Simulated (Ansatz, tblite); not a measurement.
# The cluster CuSe₅: rung by rung

An exercise on one series of results from a longer session: the logs are not shown, and one member is left open.

Computed with Ansatz 0.2.0, Gaussian basis. Level: as each input shows.

Levels to be run: GFN1-xTB, GFN2-xTB, PBE-D4/def2-SVP, r2SCAN-D4/def2-SVP, revPBE-D4/def2-SVP, B2PLYP/def2-SVP, LC-ωPBE(0.10)/def2-SVP, LC-ωPBE(0.15)/def2-SVP, LC-ωPBE(0.20)/def2-SVP, LC-ωPBE(0.30)/def2-SVP, HF/STO-3G, HF/6-31G, B3LYP-D4/6-31G, PBE-D4/def2-TZVPD, r2SCAN-D4/def2-TZVPD, MP2/def2-SVP, RPA/def2-SVP.

15 further runs of the same task are left out: 7 that didn't finish, 8 set aside as unsound or not needed.

## The geometry

The doublet was relaxed beforehand with PBE-D4/def2-SVP. At that level it is the lowest of the isomers that a small search found.

6 atoms, charge 0, spin multiplicity 2.

Bond lengths: Cu1–Se3 2.266 Å, Cu1–Se5 2.266 Å, Se2–Se4 2.366 Å, Se2–Se5 2.375 Å, Se3–Se6 2.375 Å, Se4–Se6 2.366 Å. Angles: Se3–Cu1–Se5 155.2°, Se4–Se2–Se5 106.5°, Cu1–Se3–Se6 90.4°, Se2–Se4–Se6 101.6°, Cu1–Se5–Se2 90.1°, Se3–Se6–Se4 106.7°.

No spin-orbit coupling is included.

PBE0-D4/def2-SVP was run before; its log isn't repeated, and its numbers join the tables.

Set-up of the first run:

Tight binding, by tblite at 300 K electronic temperature and without a spin-polarisation term:

```python
tblite.interface.Calculator('GFN1-xTB', numbers, positions, charge=0, uhf=1).singlepoint()
```

Tight binding, by tblite at 300 K electronic temperature and without a spin-polarisation term:

```python
tblite.interface.Calculator('GFN2-xTB', numbers, positions, charge=0, uhf=1).singlepoint()
```

start.molden holds the orbitals of an earlier run on this state, given as this run's starting guess.

in.yaml

```yaml
crystal:
  periodic: [false, false, false]
  atoms:
    - {symbol: Cu, position_ang: [-1.413146, 0.407000, 0.474396]}
    - {symbol: Se, position_ang: [0.326704, -1.224364, -1.786987]}
    - {symbol: Se, position_ang: [-0.176887, 1.906407, 1.640409]}
    - {symbol: Se, position_ang: [1.419510, -1.279441, 0.311320]}
    - {symbol: Se, position_ang: [-1.972676, -0.830333, -1.340011]}
    - {symbol: Se, position_ang: [1.816495, 1.020731, 0.700863]}
basis:
  gaussian: {orbitals: def2-SVP, initial_orbitals: start.molden}
magnetization: {spin_polarized: true, initial_magnetization: 1}
hamiltonian: {xc: pbe, dispersion: d4}
scf: {omitted_lower_state_checks: [starts]}
output: {forces: true, orbitals: {seedname: orbitals}}
```

Launch:

```bash
ansatz run in.yaml --threads 4 --pin off --events-out ev --progress --plain --max-ram 4787MiB
```

Steps of the session up to this table: PBE-D4/def2-SVP; r2SCAN-D4/def2-SVP; revPBE-D4/def2-SVP; B2PLYP/def2-SVP; LC-ωPBE(0.10)/def2-SVP; LC-ωPBE(0.15)/def2-SVP; LC-ωPBE(0.20)/def2-SVP; LC-ωPBE(0.30)/def2-SVP; HF/STO-3G; HF/6-31G; B3LYP-D4/6-31G; PBE-D4/def2-TZVPD; r2SCAN-D4/def2-TZVPD; MP2/def2-SVP; RPA/def2-SVP.

One of the session's tables, all rows but one given; the rest of the session is left out.

It belongs to the step «Binding energy». 

```
               level  binding an atom (eV)
            HF/6-31G                 0.792
         HF/def2-SVP                     ?
     PBE-D4/def2-SVP                 2.707
   PBE-D4/def2-TZVPD                 2.626
  revPBE-D4/def2-SVP                 2.575
  r2SCAN-D4/def2-SVP                 2.549
r2SCAN-D4/def2-TZVPD                 2.491
      B3LYP-D4/6-31G                 2.098
    PBE0-D4/def2-SVP                 2.414
     B2PLYP/def2-SVP                 2.179
        RPA/def2-SVP                 1.735
        MP2/def2-SVP                 1.960
```

**Question.** Estimate the row for HF/def2-SVP.

**Answer.** binding an atom (eV): 0.838. In the column «binding an atom (eV)» it lies between HF/6-31G (0.792) and RPA/def2-SVP (1.735).

Limits of these values: Free atoms were run apart at each level; binding is atoms less cluster, divided by the number of atoms, without zero-point or spin-orbit terms.
